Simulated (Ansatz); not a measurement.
# GdO (F-43m) in Ansatz: relaxation of cell and atoms with HF

Aim: the relaxation of cell and atoms of GdO with HF.

Everything below comes from runs of Ansatz 0.2.0. Logs are shortened: lines on timing, memory, paths and dates and some standing lists are left out, and cuts for length are marked.

### 1 The crystal as given

Symmetry: F-43m, No. 216, cubic system. Conventional cell: a = 5.400 Å, b = 5.400 Å, c = 5.400 Å, α = 90.00°, β = 90.00°, γ = 90.00°. Around Gd (site symmetry -43m) lie 4 O at 2.34 Å. O (site symmetry -43m) is surrounded by 4 Gd at 2.34 Å.

The cell comes from a database or a generator and needn't be the stable form of this composition.

### 2 Relaxation of cell and atoms, HF, collinear spin, ferromagnetic start

The input, input:

```
crystal:
  lattice:
    - [0.0, 2.7, 2.7]
    - [2.7, 0.0, 2.7]
    - [2.7, 2.7, 0.0]
  atoms:
    - { symbol: Gd, position: [0.0, 0.0, 0.0], spin: 7.0 }
    - { symbol: O, position: [0.25, 0.25, 0.25] }
hamiltonian:
  xc: hf
  pseudopotentials: { kind: paw }
magnetization:
  spin_polarized: true
kpoints:
  mp_grid: { grid: [5, 5, 5] }
scf:
  occupations: { method: fermi_dirac, width: 0.05 }
output:
  forces: true
  stress: true
  eigenvalues: true
relax:
  f_tol: 0.01
  max_steps: 40
  cell: { stress_tol: 0.05 }
```

Potentials or basis: Ansatz PAW.

The program printed:

```text
GPUs: using 1 of 1 available (devices: 1).
Engine: ansatz 0.2.0, x86_64-unknown-linux-gnu
Pseudopotentials: kind: paw
Pseudopotential: Gd, paw, valence charge 18, recommended cutoff 420 eV (normal), Gd.paw.azcp
Pseudopotential: O, paw, valence charge 6, recommended cutoff 420 eV (normal), O.paw.azcp
Functional definition: HF
  exchange = exact_x
  correlation = 0
device memory: the entry about to start is reckoned to put 0.8 GiB on a device that reports 55.6 GiB free (of which the cap on the GPU budget leaves the run 18.0 GiB)
GPU FFT provider: cuFFT
GPU libraries: cuBLAS 13.8.2, cuFFT 12.4.0, cuSOLVER 12.3.4
Crystal: 2 atoms, lattice volume = 39.366 Å³
Basis set: ecut = 420 eV, 749 PW (Γ)
Bands: 20, of which v1, the nominal top of the filled ones, is band 12 counted from 1 (11 counted from 0)
Symmetry: 24 space group operations
Space group: F-43m (ITA 216), of the structure as read, at distance tolerance 3.4e-5 Å
Magnetic group: BNS 216.74 (UNI 1576), of the structure as read, at distance tolerance 3.4e-5 Å
k-points: 10 of 125 (time reversal used)
Non-local potential: Gd, projectors of the file, l = 0: 3, l = 1: 2, l = 2: 2, l = 3: 3
Non-local potential: O, projectors of the file, l = 0: 2, l = 1: 2, l = 2: 1
PAW form: soft (Blöchl's): semilocal exchange-correlation on the pseudo side does not see the compensation charge
PAW frozen core: Gd, regenerated for the run's functional, and the local potential with it (the file was generated under x = pbe(κ = 0.804, μ = 0.2195149727645171), c = pbe(β = 0.06672455060314922))
PAW frozen core: O, regenerated for the run's functional, and the local potential with it (the file was generated under x = pbe(κ = 0.804, μ = 0.2195149727645171), c = pbe(β = 0.06672455060314922))
PAW one-centre angular grid: Gd, 590 points (default); XC on 64 Gauss nodes
PAW one-centre angular grid: O, 110 points (default); XC on 64 Gauss nodes
Initial density: superposition of atomic densities (chi_scale 0.1, normalization cell, long waves kept (reshape's long-wave potential 0.00 eV rms))
Starting moments: Σ|m| = 7 μB on 1 of 2 sites
Initial wavefunctions: pseudopotential atomic-orbital guess
GPU buffer pool allocated for 19683 grid points (all kernels)
GPU transforms: local potential and band sums: pruned to the plane-wave sphere, on 25×25×25
Functional: x = pbe(κ = 0.804, μ = 0.2195149727645171), c = none, warm-up for x = 0 pbe(κ = 0.804, μ = 0.2195149727645171) + 1 exact, c = none
iter 1 solved again at ethr=3.88e-2 eV; its pass at ethr=1.00e-1 eV (dr2=9.30e0 eV) is discarded
SCF iter   1: F=—  HF=-9793.921184 eV  |F-HF|=—  |Δ(HF+E_count)|=         —  Δρ=2.31e-1 (↑2.31e-1 ↓1.40e-1)  dr2=9.38e0  dr2_m=1.13e1  M=6.016 μB ∫|m|=6.342 μB  β_m=0.70  ethr=3.88e-2  ⟨swp⟩=2.0  Hψ=1773  notcnv=0
Mixer restart at iter 1: flushing history
preconditioner: auto → Kerker (q_TF=auto, 2.512 Å⁻¹)  [metal: Δε(μ)=0.057 eV  Ē_g=12.385 eV  σ=0.050 eV  W_gap=0.27  n_scr=14 (ndim 8)  ℏωp=27.8 eV  f_vac=0.000  D(μ)=14.22/eV (n_scr^D=338)]
spin=Collinear: Kerker preconditioning applied to the charge; magnetization (m = ρ↑ − ρ↓) channel mixes plain (no charge-response kernel on spin).
iter 2 solved again at ethr=2.21e-3 eV; its pass at ethr=3.88e-2 eV (dr2=5.31e-1 eV) is discarded
SCF iter   2: F=—  HF=-9793.161605 eV  |F-HF|=—  |Δ(HF+E_count)|=   7.60e-1  Δρ=1.31e-1 (↑1.10e-1 ↓1.31e-1)  dr2=5.14e-1  dr2_m=5.09e0  M=7.000 μB ∫|m|=7.204 μB  β_m=0.60  ethr=2.21e-3  ⟨swp⟩=3.8  Hψ=1781  notcnv=0
Mixer restart at iter 2: flushing history
SCF iter   3: F=—  HF=-9792.199790 eV  |F-HF|=—  |Δ(HF+E_count)|=   9.62e-1  Δρ=5.77e-2 (↑4.91e-2 ↓5.77e-2)  dr2=3.70e-1  dr2_m=9.40e-1  M=6.991 μB ∫|m|=7.163 μB  β_m=1.00  ethr=2.14e-3  ⟨swp⟩=3.5  Hψ=948  notcnv=0  defer=1
SCF iter   4: F=—  HF=-9792.861275 eV  |F-HF|=—  |Δ(HF+E_count)|=   6.61e-1  Δρ=2.71e-2 (↑1.39e-2 ↓2.71e-2)  dr2=1.76e-1  dr2_m=9.72e-2  M=7.352 μB ∫|m|=7.467 μB  β_m=0.30  ethr=1.54e-3  ⟨swp⟩=3.1  Hψ=935  notcnv=0
Mixer restart at iter 4: flushing history
spin-set hold released at iteration 4 (site moments contracting): the magnetisation degrees of freedom join the quasi-Newton model from the next iteration; the mixer history was flushed
SCF iter   5: F=—  HF=-9794.452411 eV  |F-HF|=—  |Δ(HF+E_count)|=    1.59e0  Δρ=1.56e-2 (↑1.15e-2 ↓1.56e-2)  dr2=8.44e-2  dr2_m=4.40e-2  M=7.357 μB ∫|m|=7.469 μB  β_m=0.65  ethr=7.32e-4  ⟨swp⟩=3.0  Hψ=933  notcnv=0
SCF iter   6: F=—  HF=-9796.346157 eV  |F-HF|=—  |Δ(HF+E_count)|=    1.89e0  Δρ=3.21e-2 (↑1.81e-2 ↓3.21e-2)  dr2=7.32e-1  dr2_m=4.94e-2  M=7.860 μB ∫|m|=7.898 μB  β_m=0.50  ethr=3.52e-4  ⟨swp⟩=4.6  Hψ=1446  notcnv=0
SCF iter   7: F=—  HF=-9796.084812 eV  |F-HF|=—  |Δ(HF+E_count)|=   2.61e-1  Δρ=1.98e-2 (↑6.90e-3 ↓1.98e-2)  dr2=1.56e-1  dr2_m=3.94e-2  M=7.847 μB ∫|m|=7.890 μB  β_m=0.75  ethr=3.52e-4  ⟨swp⟩=4.2  Hψ=1381  notcnv=0
[... 535 lines left out ...]
GPU FFT provider: cuFFT
GPU libraries: cuBLAS 13.8.2, cuFFT 12.4.0, cuSOLVER 12.3.4
GPU buffer pool allocated for 19683 grid points (all kernels)
GPU transforms: local potential and band sums: pruned to the plane-wave sphere, on 25×25×25
Exchange kernel: α = 1.0000, full range, Wigner–Seitz truncation, v(0) = 10288.8375 eV·Å³, q-mesh 5×5×5, nearest image of the exchange supercell L = 19.34 Å, pair-density grid 18×18×18, without the augmentation charges, whose exchange is taken in its separable form by FFT convolution over the k-point mesh (sized by the pseudopotential files, 24×24×24 at the most), smooth part of the exact exchange by density-matrix convolution in up to 1.93 GiB of GPU memory as planned if the GPU has room (build and FFT work areas not counted)
Frozen-core exchange: fock
SCF iter   1: F=—  HF=-9801.893199 eV  |F-HF|=—  |Δ(HF+E_count)|=         —  Δρ=1.84e-7 (↑1.84e-7 ↓1.64e-7)  dr2=5.36e-11  dr2_m=1.34e-12  M=8.000 μB ∫|m|=8.004 μB  β_m=0.30  ethr=8.51e-11  ⟨swp⟩=11.8  Hψ=1429  notcnv=0
preconditioner: auto → none  [insulator: Δε(μ)=6.061 eV  Ē_g=25.541 eV  σ=0.050 eV  W_gap=1.00  n_scr=14 (ndim 8)  ℏωp=21.7 eV  f_vac=0.051  D(μ)=0.00/eV (n_scr^D=0)]
SCF iter   2: F=—  HF=-9801.893199 eV  |F-HF|=—  |Δ(HF+E_count)|=  8.91e-11  Δρ=2.35e-7 (↑2.35e-7 ↓1.67e-7)  dr2=4.78e-11  dr2_m=1.30e-12  M=8.000 μB ∫|m|=8.004 μB  β_m=0.53  ethr=1.00e-12  ⟨swp⟩=5.8  Hψ=902  notcnv=0
SCF iter   3: F=-9801.893199 eV  HF=-9801.893199 eV  |F-HF|=1.82e-12  |Δ(HF+E_count)|=  1.27e-11  Δρ=9.06e-8 (↑9.06e-8 ↓2.23e-8)  dr2=3.86e-12  dr2_m=7.68e-13  M=8.000 μB ∫|m|=8.004 μB  ethr=1.00e-12  ⟨swp⟩=5.2  Hψ=805  notcnv=0
SCF 34 converged in 3 iterations: F = -9801.893199 eV  dr2 = 3.86e-12
  Residual-converged pass: ⟨swp⟩=4.5  Hψ=1079  notcnv=0  max |occ|·‖R‖ = 9.8e-9 eV (tolerance 1.0e-8 eV)  dr2=3.34e-12  dr2_m=9.35e-13  dr2_onsite=4.41e-13  max |Δocc| = 0.0e0
hybrid outer 2: dexx = +1.645e-10 eV, tail = 1.45e-11 eV, Δε = 1.68e-5 eV (about 1.52e-6 eV left of the loop's levels)
this state was not tested for a lower state beside it, because the functional holds exact exchange (a hybrid, or Hartree-Fock), whose exchange loop this test does not read (fock_operator); the stability check (scf.self_checks: high) cannot read this state: a pseudopotential is PAW: the check reads norm-conserving sets alone
relax step   7: F+E_penalty+E_count = -9801.89319896 eV  Δ(F+E_penalty+E_count) = -3.424e-5 eV  max|allowed force component| = 5.248e-17 eV/Å  Δτ_max = 0.0000 Å  P = +0.002 GPa  Ω = 40.905 Å³  stress off target by 1.71e-3 GPa  SCF on the basis re-selected at this cell (its energy is not comparable with the rows above)  (9 SCF iters)
basis re-selected at this cell: Δ(F+E_penalty+E_count) = -3.424e-5 eV, ΔP = +0.000 GPa vs the last step (what re-selecting the basis moved, of the pressure what is left beyond the Pulay correction that the steps carried, after the strain that the cell walked since its last selection, with what the two solves' SCF thresholds leave and, on support functions, any second-order correction that the steps lacked; it is no measure of the basis error at this ecutwfc). This SCF's stress stands 1.71e-3 GPa from its target on what of the cell is left free (relax.cell.stress_tol is 5.00e-2 GPa) and its largest allowed force component is 5.25e-17 eV/Å (relax.f_tol is 1.00e-2 eV/Å): within both
hybrid SCF converged: 2 outer / 9 inner (+0 warm-up), last move |dexx| = 1.65e-10 eV, tail = 1.45e-11 eV
Magnetization: 8.0000 μB (16.0000 up, 8.0000 down)
Absolute magnetization: 8.0040 μB (∫|ρ↑−ρ↓|, with the PAW one-centre terms)
Spin contamination: 0.0091 ħ² per cell (⟨S²⟩ above its minimum at these occupations)
Per-site moments (μB) at R_I (Å): [(7.078955397130229, 0.9769409939592498), (0.015593921705574084, 0.9769409939592498)]
Free energy (F): -9801.893199 eV
Frozen-core exchange: fock
Harris-Foulkes:  -9801.893199 eV  (|F-HF|=1.82e-12)
Internal energy: -9801.893199 eV  (E = F + TS)
E sigma→0 (E₀):  -9801.893199 eV
Fermi energy:    12.818240 eV
--- Per-component energies (eV) ---
  E_band       = -250.067833
  E_kinetic    = 569.803291
  E_local      = -2520.112962  (includes V_loc(G=0)·N_el)
  E_nonlocal   = 327.017194
  E_hartree    = 1029.235334
  E_xc         = 0.000000
  E_vxc        = 0.000000  (∫ρ·V_xc dr)
  E_exx        = -354.817106  (= α·E_x^exact, valence–valence)
  E_paw        = -6453.793704  (= ΣΔE_a)
  E_vpaw       = 24.385744  (= ΣTr[D̂ρ^β])
  E_aug_tail   = 0.002398  (compensation charges beyond the density's cutoff)
  E_ewald      = -2400.754622
  E_core_change = 1.526976  (= ΣΔE_core)
  E_smearing   = -0.000000  (= −TS)
  E_closure    = 0.000001  (closes the sum)
  Σ components = -9801.893199   (vs F -9801.893199, Δ=-1.82e-12)
--- Forces (eV/Å), atoms counted from 1 ---
  atom   1  Gd    -0.00000000    -0.00000000    -0.00000000
  atom   2  O      0.00000000     0.00000000     0.00000000
  max |Σ_I F_I| component: 8.01e-17 eV/Å
--- Stress (GPa, compression-positive) ---
        0.001709       0.000000       0.000000
        0.000000       0.001709       0.000000
        0.000000       0.000000       0.001709
  P = ⅓ Tr σ = 0.0017 GPa (0.017 kbar)
--- Band table (eV; the first three rows and the last of 20) ---
  k-point 0 ↑: bands = ["-46.8157", "-19.0272", "-19.0272", "-19.0272", "-17.7909", "-6.1811", "-6.1811", "-6.1811", "-6.1800", "-6.1103", "-6.1103", "-6.1103", "1.5044", "1.5044", "1.5044", "6.4933", "19.9022", "19.9022", "21.3625", "21.3625"]
  k-point 1 ↑: bands = ["-46.7969", "-19.8984", "-19.0643", "-19.0643", "-16.9858", "-6.2093", "-6.1714", "-6.1714", "-6.1420", "-6.1249", "-6.1249", "-6.1098", "1.1238", "1.6886", "1.6886", "8.2998", "19.0884", "19.0884", "20.1742", "22.3171"]
  k-point 2 ↑: bands = ["-46.7663", "-20.6861", "-19.1237", "-19.1237", "-16.3430", "-6.2139", "-6.1708", "-6.1708", "-6.1391", "-6.1309", "-6.1309", "-6.1091", "1.4028", "1.9551", "1.9551", "9.7353", "19.2006", "19.2006", "19.2179", "21.9132"]
  k-point 9 ↓: bands = ["-42.0511", "-19.1808", "-15.7814", "-15.6175", "-13.6362", "1.8601", "2.3842", "2.8423", "18.3424", "18.7511", "21.8599", "23.8631", "24.2226", "25.5774", "26.8896", "28.1039", "28.6156", "29.0841", "29.2629", "29.3489"]
--- Relaxed structure (5 steps of the walk, 5 accepted, 2 SCFs on fresh bases) ---
  F+E_penalty+E_count = -9801.89319896 eV   max|allowed force component| = 5.248e-17 eV/Å   (the final SCF, on the basis selected at the relaxed cell)
  cell:  # Å, volume = 40.9045 Å³
    - [2.596897233066861e-33, 2.734725555610926, 2.734725555610926]
    - [2.734725555610926, 2.557168885659045e-33, 2.734725555610926]
    - [2.734725555610926, 2.734725555610926, 2.8676690403857033e-33]
  atoms:
    - { symbol: Gd, position: [-1.0996822213322173e-34, 3.4179312284650013e-34, 2.64518155942074e-34] }
    - { symbol: O, position: [0.25, 0.25, 0.25] }
```

It took 3.8 min on 1 × NVIDIA H100 80GB HBM3 with 2 threads of AMD EPYC 7R13 (Zen 3), shared host; peak memory 1.9 GiB.

What came out:

```
Free energy                            : -9801.8932 eV
Relaxed volume                         : 20.45 Å³/atom
Relaxed cell                           : a = 3.867 Å, b = 3.867 Å, c = 3.867 Å, α = 60.00°, β = 60.00°, γ = 60.00°
Space group after relaxing (to 0.05 Å) : F-43m (No. 216)
Energy gained by relaxing              : 10.4 meV/atom
Ionic steps                            : 7
Pressure after relaxing                : 0.0 GPa
Band gap on the k mesh                 : 6.06 eV, indirect (least direct gap 7.86 eV)
Net moment                             : 8.00 μB per cell
Absolute moment                        : 8.00 μB per cell
Site moments                           : Gd +7.08; O +0.02 μB
```

Step by step:
```csv
step,energy change (eV),largest force (eV/Å),volume (Å³)
1,0.0000,0.0000,39.37
2,-0.0032,0.0000,42.25
3,-0.0192,0.0000,40.94
4,-0.0193,0.0000,40.87
5,-0.0207,0.0000,40.87
6,-0.0207,0.0000,40.90
7,-0.0208,0.0000,40.90
```

Final structure:
```yaml
crystal:
  lattice:
    - [0.00000, 2.73473, 2.73473]
    - [2.73473, 0.00000, 2.73473]
    - [2.73473, 2.73473, 0.00000]
  atoms:
    - { symbol: Gd, position: [0.00000, 0.00000, 0.00000] }
    - { symbol: O, position: [0.25000, 0.25000, 0.25000] }
```

Levels at points of the mesh, in eV from the valence-band top:
Spin up:
| k point | band 13 | band 14 | band 15 | band 16 | band 17 | band 18 | band 19 | band 20 |
| --- | --- | --- | --- | --- | --- | --- | --- | --- |
| (0.00, 0.00, 0.00) | -8.23 | -8.23 | -8.23 | -3.24 | 10.17 | 10.17 | 11.63 | 11.63 |
Spin down:
| k point | band 5 | band 6 | band 7 | band 8 | band 9 | band 10 | band 11 | band 12 |
| --- | --- | --- | --- | --- | --- | --- | --- | --- |
| (0.00, 0.00, 0.00) | -25.06 | -7.97 | -7.97 | -7.97 | 6.06 | 11.64 | 11.64 | 13.56 |

Caveat: the magnetic or orbital state may not be the lowest; odd divisions of the mesh miss points on the zone boundary, where band edges often lie, so the gap on the mesh can be too wide; the plane-wave basis is chosen anew once the cell has moved, so the energies of steps on either side of that aren't comparable; spin-orbit coupling is left out, which moves the levels of the heavy elements; a cell with one magnetic atom can't hold antiferromagnetic order, which such compounds often take; the PAW data sets come from PBE, with cores solved anew for the run's functional, which leaves a small shift of forces and pressure. A k mesh can miss the band edges.
